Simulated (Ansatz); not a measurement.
# Ti2W3: the cost of one run

Computed with Ansatz 0.2.0 (DFT PBE, scalar-relativistic, plane waves, PAW, unless a step's input says otherwise).

3 further runs of the same task are left out: 1 that didn't finish, 2 set aside as unsound or not needed.

**1. The system as given**

The structure is trigonal, space group R-3m (No. 166). The conventional cell has a = 4.499 Å, b = 4.499 Å, c = 13.798 Å, α = 90.00°, β = 90.00°, γ = 120.00°. Ti (site symmetry 3m) has 5 W at 2.73 to 2.80 Å and 3 Ti at 2.79 Å as nearest neighbours. W (site symmetry 3m) has 4 W at 2.68 to 2.77 Å and 4 Ti at 2.73 to 2.76 Å as nearest neighbours. W (site symmetry -3m) has 6 W at 2.77 Å and 8 Ti at 2.80 to 3.16 Å as nearest neighbours.

Structure file:

```cif
data_structure
_symmetry_space_group_name_H-M 'R-3m:H'
_symmetry_Int_Tables_number 166
_cell_length_a 4.4990
_cell_length_b 4.4990
_cell_length_c 13.7977
_cell_angle_alpha 90.000
_cell_angle_beta 90.000
_cell_angle_gamma 120.000
_cell_volume 241.86
loop_
_atom_site_label
_atom_site_type_symbol
_atom_site_symmetry_multiplicity
_atom_site_Wyckoff_symbol
_atom_site_fract_x
_atom_site_fract_y
_atom_site_fract_z
_atom_site_occupancy
Ti1 Ti 6 c 0.00000 0.00000 0.79690 1
W1 W 6 c 0.66667 0.33333 0.73628 1
W2 W 3 a 0.00000 0.00000 0.00000 1
```

The cell was relaxed beforehand at this level, from a generated guess; it is a trial structure. At a tolerance of 0.05 Å it has space group R-3m (No. 166); it has 16.12 Å³/atom, an uncorrected energy of -0.06 eV/atom over the elements.

**2. Bands, states and charges**

File input.yaml:

```yaml
crystal:
  lattice:
    - [2.2495056256, 1.2987526785, 4.5992333243]
    - [-2.2495056256, 1.2987526785, 4.5992333243]
    - [0.0, -2.597505357, 4.5992333243]
  atoms:
    - { symbol: Ti, position: [0.7968962349, 0.7968962349, 0.7968962349] }
    - { symbol: Ti, position: [0.2031037651, 0.2031037651, 0.2031037651] }
    - { symbol: W, position: [0.4029485009, 0.4029485009, 0.4029485009] }
    - { symbol: W, position: [0.5970514991, 0.5970514991, 0.5970514991] }
    - { symbol: W, position: [0.0, 0.0, 0.0] }
basis:
  ecutwfc: 420
kpoints:
  mp_grid: { grid: [12, 12, 12] }
  band_path:
    path:
      - [[0.0, 0.0, 0.0], [0.5, 0.5, 0.5], [0.78017262, 0.21982738, 0.5]]
      - [[0.5, -0.21982738, 0.21982738], [0.5, 0.0, 0.0], [0.0, 0.0, 0.0], [0.35991369, -0.35991369, 0.0]]
      - [[0.64008631, 0.0, 0.35991369], [0.5, 0.0, 0.5], [0.0, 0.0, 0.0]]
    npoints: 14
hamiltonian:
  xc: pbe
scf:
  occupations: { method: gaussian, width: 0.1 }
  n_extra_bands: 12
output:
  forces: true
  stress: true
  eigenvalues: true
  populations: true
  dos: { projected: true, de: 0.02, nscf_kmesh: { grid: [15, 15, 15] } }
  bader: true
```

Launch:

```bash
ansatz run input.yaml --threads 1 --pin off --max-ram 2560MiB --backend cpu --events-out ev --progress --plain --runs-dir out
```

What time and memory should one allow on 1 thread of Arm Neoverse V2, shared host?

About 2.3 min, with a peak of 0.97 GiB.
